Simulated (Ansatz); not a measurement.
# AlClFH6NSi: the cost of one run

Method: RKS PBE/def2-SVP, in Ansatz 0.2.0.

### 1 The structure to begin with

Bond lengths: Al1–F2 2.040 Å, Al1–Cl3 2.230 Å, Al1–N4 1.920 Å, N4–H5 1.060 Å, N4–H6 1.060 Å, Al1–Si7 2.620 Å, Si7–H8 1.460 Å, Si7–H9 1.460 Å, Si7–H10 1.460 Å. Angles (14 of 15 angles, heavy atoms first): F2–Al1–Cl3 120.0°, F2–Al1–N4 120.0°, F2–Al1–Si7 71.6°, Cl3–Al1–N4 120.0°, Cl3–Al1–Si7 96.8°, N4–Al1–Si7 101.3°, Al1–N4–H5 120.0°, Al1–N4–H6 120.0°, Al1–Si7–H8 109.5°, Al1–Si7–H9 109.5°, Al1–Si7–H10 109.5°, H5–N4–H6 120.0°, H8–Si7–H9 109.4°, H8–Si7–H10 109.4°.

As a file:

```xyz
11

Al    0.0000    0.0000    0.0000
F     0.0000    0.0000    2.0400
Cl    1.9312    0.0000   -1.1150
N    -1.6627    0.0000   -0.9600
H    -2.3316   -0.8164   -0.8614
H    -1.9118    0.8164   -1.5886
Si    0.1174    2.4836    0.8261
H     0.6937    2.5244    2.1670
H     0.9517    3.2614   -0.0852
H    -1.2275    3.0508    0.8577
H     0.0565    1.1946    1.9546
```

### 2 A restrained relaxation towards end A

Springs on the bonds that form and break draw the guess towards this end; the thresholds are loose.

The input, input.yaml:

```yaml
crystal:
  periodic: [false, false, false]
  atoms:
    - { symbol: Al, position_ang: [0.0, 0.0, 0.0] }
    - { symbol: F, position_ang: [0.0, 0.0, 2.04] }
    - { symbol: Cl, position_ang: [1.9312, 0.0, -1.115] }
    - { symbol: "N", position_ang: [-1.6627, 0.0, -0.96] }
    - { symbol: H, position_ang: [-2.3316, -0.8164, -0.8614] }
    - { symbol: H, position_ang: [-1.9118, 0.8164, -1.5886] }
    - { symbol: Si, position_ang: [0.1174, 2.4836, 0.8261] }
    - { symbol: H, position_ang: [0.6937, 2.5244, 2.167] }
    - { symbol: H, position_ang: [0.9517, 3.2614, -0.0852] }
    - { symbol: H, position_ang: [-1.2275, 3.0508, 0.8577] }
    - { symbol: H, position_ang: [0.0565, 1.1946, 1.9546] }
basis:
  gaussian: { orbitals: def2-SVP }
hamiltonian:
  xc: pbe
relax:
  f_tol: 0.15
  max_steps: 25
  restrain:
    - { distance: [0, 6], at: 3.52, k: 30.0 }
    - { distance: [10, 1], at: 2.12, k: 30.0 }
    - { distance: [0, 1], at: 1.69, k: 30.0 }
    - { distance: [10, 6], at: 1.46, k: 30.0 }
output:
  orbitals: {}
```

On the command line:

```
$ ansatz run input.yaml --threads 4 --pin off --max-ram 5120MiB --backend cpu --events-out ev --progress --plain --runs-dir out
```

What time and memory should one allow on 4 threads of AMD EPYC 7R43 (Zen 3), shared host?

About 15 s, with a peak of 0.2 GiB.
